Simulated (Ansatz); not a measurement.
# FGaGeH₄: from a rough start to a minimum

The task is to find a stationary geometry of FGaGeH₄, check the end point by its vibrations and derive ideal-gas thermochemistry.

Method: RKS PBE0-D4/def2-TZVP; program: Ansatz 0.2.0, Gaussian basis.

Plan: relaxation at PBE0-D4/def2-TZVP; harmonic vibrations at the same level.

1 further run of the same task is left out (set aside as unsound or not needed).

## 1. The system as given

SMILES `[F][GeH2][GaH2]`, 7 atoms, charge 0, spin multiplicity 1.

Atoms are counted from 1 here; the program's logs count them from 0.

Bond lengths: F1–Ge2 1.791 Å, Ge2–Ga3 2.464 Å, Ge2–H4 1.538 Å, Ge2–H5 1.541 Å, Ga3–H6 1.592 Å, Ga3–H7 1.599 Å. Angles: F1–Ge2–Ga3 101.6°, F1–Ge2–H4 97.2°, F1–Ge2–H5 97.8°, Ga3–Ge2–H4 124.4°, Ga3–Ge2–H5 124.7°, H4–Ge2–H5 103.4°, Ge2–Ga3–H6 123.7°, Ge2–Ga3–H7 122.9°, H6–Ga3–H7 113.4°.

Coordinates:

| atom | x (Å) | y (Å) | z (Å) |
| --- | --- | --- | --- |
| F1 | -2.0995 | -0.1624 | 0.1912 |
| Ge2 | -0.6071 | -0.1525 | -0.7990 |
| Ga3 | 1.1227 | 0.2248 | 0.9143 |
| H4 | -0.8430 | -1.4926 | -1.5157 |
| H5 | -1.0529 | 0.8931 | -1.8397 |
| H6 | 0.9056 | 1.1325 | 2.2039 |
| H7 | 2.5742 | -0.4429 | 0.8451 |

The start is a GFN2-xTB geometry.

## 2. Optimising with PBE0-D4/def2-TZVP

in.yaml reads:

```yaml
crystal:
  periodic: [false, false, false]
  atoms:
    - {symbol: F, position_ang: [-2.099460, -0.162430, 0.191210]}
    - {symbol: Ge, position_ang: [-0.607140, -0.152500, -0.799030]}
    - {symbol: Ga, position_ang: [1.122680, 0.224780, 0.914250]}
    - {symbol: H, position_ang: [-0.843020, -1.492550, -1.515710]}
    - {symbol: H, position_ang: [-1.052880, 0.893100, -1.839670]}
    - {symbol: H, position_ang: [0.905650, 1.132480, 2.203850]}
    - {symbol: H, position_ang: [2.574170, -0.442880, 0.845090]}
basis:
  gaussian: {orbitals: def2-TZVP}
hamiltonian: {xc: pbe0, dispersion: d4}
relax: {f_tol: 0.005, max_steps: 150}
```

Command:

```bash
ansatz run in.yaml --threads 2 --pin off --events-out ev --progress --plain --max-ram 31744MiB --backend cpu
```

The runs that follow: Force constants and modes.

Before running them: what should the planned runs give, taken together? Wanted: point group; shift from the start; total energy; dispersion term; dipole moment; lowest, highest wavenumber; zero-point energy.

**Answer**, as computed:

| quantity | value |
| --- | --- |
| point group | Cs |
| steps | 13 |
| shift from the start (rms) | 0.380 Å |
| total energy | -111663.4486 eV |
| dispersion term | -103 meV |
| dipole moment | 2.31 D |
| lowest, highest wavenumber | 86, 2125 cm⁻¹ |
| zero-point energy | 19.5 kcal/mol |
| entropy at 298.15 K | 337.9 J/(mol K) |

In words: The relaxed geometry lies 0.38 Å (rms) from the start; the bond that changed most is F1–Ge2, from 1.791 to 1.755 Å. All wavenumbers are real, so the end point is a minimum. The stiffest mode, 2125 cm⁻¹, is a Ge–H stretch, and 2 modes under 200 cm⁻¹ make the vibrational entropy uncertain. Harmonic hybrid wavenumbers usually lie a few per cent above measured fundamentals. The largest Mulliken charge, -0.40 e, sits on F1.
